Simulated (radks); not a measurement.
# Hg²⁺ in [Xe] 4f14 5d10: an all-electron calculation

One table from this session's results is given with a row withheld; the runs are named, their logs left out.

Method: scalar-relativistic Kohn-Sham, OLYP, spin-polarised, spherical densities, point nucleus. Code: radks (a radial shooting solver on a logarithmic mesh, Libxc functionals) version 1.

## What is computed

| Item | Value |
| --- | --- |
| element | mercury (Z = 80) |
| charge | +2 |
| electrons | 78 |
| configuration | [Xe] 4f14 5d10 |

The outer shells:

Hg²⁺
```
[Xe] core
4f [↑↓][↑↓][↑↓][↑↓][↑↓][↑↓][↑↓]
5d [↑↓][↑↓][↑↓][↑↓][↑↓]
```

Set-up of the first run:

The run's settings:

```text
Z 80
configuration [Xe] 4f14 5d10 6s0 6p0
relativity scalar-relativistic
functional optx,lyp
spin polarised
nucleus point
c 137.035999084
```

Started as:

```console
$ python run_ks.py task.json out
```

This one command runs every case of the session in turn.

One table of the session follows, with a row left open; its other results are not shown here.

It belongs to the step «Radial structure». Sizes of the orbitals, from the radial functions (bohr):

| level | <r> | outermost maximum (interpolated) | 90 % within | nodes |
| --- | --- | --- | --- | --- |
| 1s | 0.01658 | 0.0102 | 0.0303 | 0 |
| 2s | 0.06991 | 0.0591 | 0.109 | 1 |
| 2p | 0.06328 | 0.0491 | 0.103 | 0 |
| 3s | 0.1806 | 0.167 | 0.265 | 2 |
| 3p | 0.1821 | 0.166 | 0.272 | 1 |
| 3d | 0.1650 | 0.135 | 0.256 | 0 |
| 4s | 0.3991 | 0.376 | 0.572 | 3 |
| 4p | 0.4253 | 0.396 | 0.616 | 2 |
| 4d | 0.4485 | 0.403 | 0.668 | 1 |
| 5s | 0.9013 | 0.827 | 1.29 | 4 |
| 4f | 0.4816 | 0.366 | 0.770 | 0 |
| 5p | 1.038 | 0.928 | 1.50 | 3 |
| 5d | 1.434 | 1.16 | 2.19 | 2 |
| 6s | 2.413 | 2.07 | 3.53 | 5 |
| 6p | ? | ? | ? | ? |

Estimate the missing values for 6p.

The run gave: <r>: 3.145; outermost maximum (interpolated): 2.75; 90 % within: 4.57; nodes: 4. In the column «<r>» it is the highest.
